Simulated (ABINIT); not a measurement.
Here is an ABINIT 10.8.3 (patched build) calculation.

Contents of run.abi:

```
# Pseudopotentials
pp_dirpath "./"
pseudos "Y.LDA_PW-JTH.xml, F.LDA_PW-JTH.xml"

# Structure
acell 11.8422522189 11.8422600582 6.3532403337
rprim
     1.0000000000     0.0000000000     0.0000000000
    -0.5000004669     0.8660251342     0.0000000000
     0.0000000000     0.0000000000     1.0000000000
ntypat 2
znucl 39 9
natom 4
typat 1 1 1 2
xred
     0.5000000000     0.0000000000     0.0000000000
     0.0000000000     0.5000000000     0.0000000000
     0.5000000000     0.5000000000     0.0000000000
     0.0000000000     0.0000000000     0.0000000000

# Plane-wave basis
ecut 19.0
pawecutdg 38.0

# k points
kptopt 4
ngkpt 4 4 6
nshiftk 1
shiftk 0.0 0.0 0.0

# Exchange and correlation
ixc 7

# Bands and occupations
nband 48
occopt 3
tsmear 0.05 eV

# Spin
nspinor 2
nspden 1
pawspnorb 1

# SCF cycle
nstep 100
tolvrs 1.0e-9

# Output
iomode 3
prtwf 0
prtden 0
prteig 0
prtebands 0
enunit 2
```

Potentials or basis: JTH PAW LDA v2.0.

The run is started by

```bash
$ abinit run.abi > log 2>&1
```

Task: Estimate the band gap on the k mesh.

Result: None (metal or under the smearing width).
